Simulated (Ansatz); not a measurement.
**LaMnIn in Ansatz: the effect of starting spin order**

LaMnIn:

```xyz
3
Lattice="4.5933 0.0000 0.0000 -2.2967 3.9779 0.0000 0.0000 0.0000 4.0966" Properties=species:S:1:pos:R:3 pbc="T T T"
La    0.0000    0.0000    0.0000
In    0.0000    2.6520    2.0483
Mn    2.2967    1.3260    2.0483
```

The cell comes from a database or a generator and needn't be the stable form of this composition.

Alike in all runs:

| Item | Value |
| --- | --- |
| Program | Ansatz 0.2.0 |
| Task | single point |
| Functional | PBE |
| Potentials or basis | Ansatz PAW |
| Cutoff | 420 eV (not typed: the program's choice for these potentials) |
| k mesh | 7 × 7 × 7 |
| Occupations | fermi-dirac, width 0.05 eV |

| starting spin order | spin | starting moments | energy over the lowest run (meV/atom) | pressure (GPa) | final net moment (μB) | final largest site moment (μB) |
| --- | --- | --- | --- | --- | --- | --- |
| spin off | no spin polarisation | - | ? | ? | ? | ? |
| fm | collinear spin, ferromagnetic start | [0.0, 0.0, 4.0] μB | 0.0 | 5.0 | 3.17 | 3.55 |
| random | collinear spin, random start | [0.0, 0.0, -1.58] μB | 0.0 | 5.0 | -3.17 | 3.55 |

Question: What does the run with starting spin order spin off give?

Answer: Energy over the lowest run 373.3 meV/atom; pressure -0.8 GPa; final net moment 0.00 μB; final largest site moment 0.00 μB.
